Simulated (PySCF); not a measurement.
# TiF₃⁺: relaxation and vibrations of the singlet

Where does singlet TiF₃⁺ go from a T-shaped start, is the end point a minimum, and what are its modes, charges and moments?

The runs use PySCF 2.14.0; PBE0, basis Ti def2-TZVP, F def2-TZVP, no relativity, density fitting.

## (1) Starting geometry

4 atoms, charge 1, spin multiplicity 1.

Bond lengths: Ti1–F2 1.960 Å, Ti1–F3 1.960 Å, Ti1–F4 1.960 Å. Angles: F2–Ti1–F3 88.0°, F2–Ti1–F4 88.0°, F3–Ti1–F4 176.0°.

```xyz
4
charge 1 multiplicity 1
Ti    0.0000    0.0000    0.0000
F     0.0000    0.0000    1.9600
F     1.9588    0.0000    0.0684
F    -1.9588    0.0000    0.0684
```

## (2) First SCF at the start

The steps below are one call of a driver around PySCF. For each, scf.py gives the equivalent set-up of the SCF; relaxations use the driver's own optimiser. After this first run the driver tries any further starts and a stability analysis.

scf.py reads:

```python
from pyscf import gto, scf, dft
mol = gto.M(atom='''
Ti     0.000000     0.000000     0.000000
F      0.000000     0.000000     1.960000
F      1.958800     0.000000     0.068400
F     -1.958800     0.000000     0.068400''',
    basis={'Ti': 'def2-TZVP', 'F': 'def2-TZVP'},
    charge=1, spin=0)
mf = dft.RKS(mol, xc='PBE0')
mf.grids.atom_grid = (50, 194)
aux = {'Ti': 'def2-universal-JKFIT', 'F': 'def2-universal-JKFIT'}
mf = mf.density_fit(auxbasis=aux)
mf.conv_tol = 1e-08
mf.diis_space = 10
mf.max_cycle = 60
mf.init_guess = 'minao'
mf.verbose = 4
mf.kernel()
```

On the command line:

```bash
$ OMP_NUM_THREADS=4 python axn.py task.json out
```

The runs that follow: Relaxation: T-shaped start, singlet; Hessian and properties; Following the imaginary mode; Frequencies.

What does the calculation give? Wanted: minimum; geometry; wavenumbers; dipole moment; highest occupied, lowest empty level; polar-tensor charge of Ti1; zero-point energy.

The runs gave:

| quantity | value |
| --- | --- |
| minimum | singlet, C3v |
| geometry | Ti–F 1.687 Å (×3); F–Ti–F 112.6° (×3) |
| wavenumbers (cm⁻¹) | 165 (a1), 220 (e), 832 (a1), 914 (e) |
| dipole moment (centre of mass) | 3.63 D |
| highest occupied, lowest empty level | -19.25, -11.27 eV |
| polar-tensor charge of Ti1 | +2.69 e |
| zero-point energy | 19.5 kJ/mol |
| entropy at 298.15 K | 292.3 J/(mol K) |

In words: The T-shaped start (C2v) ends in a minimum of C3v symmetry, after a stop at a saddle point 7.4 kJ/mol higher, from which it was pushed off along an imaginary mode. The strongest infrared band lies at 914 cm⁻¹ (e, stretch). Other starts or spin states, not run here, may lie lower.
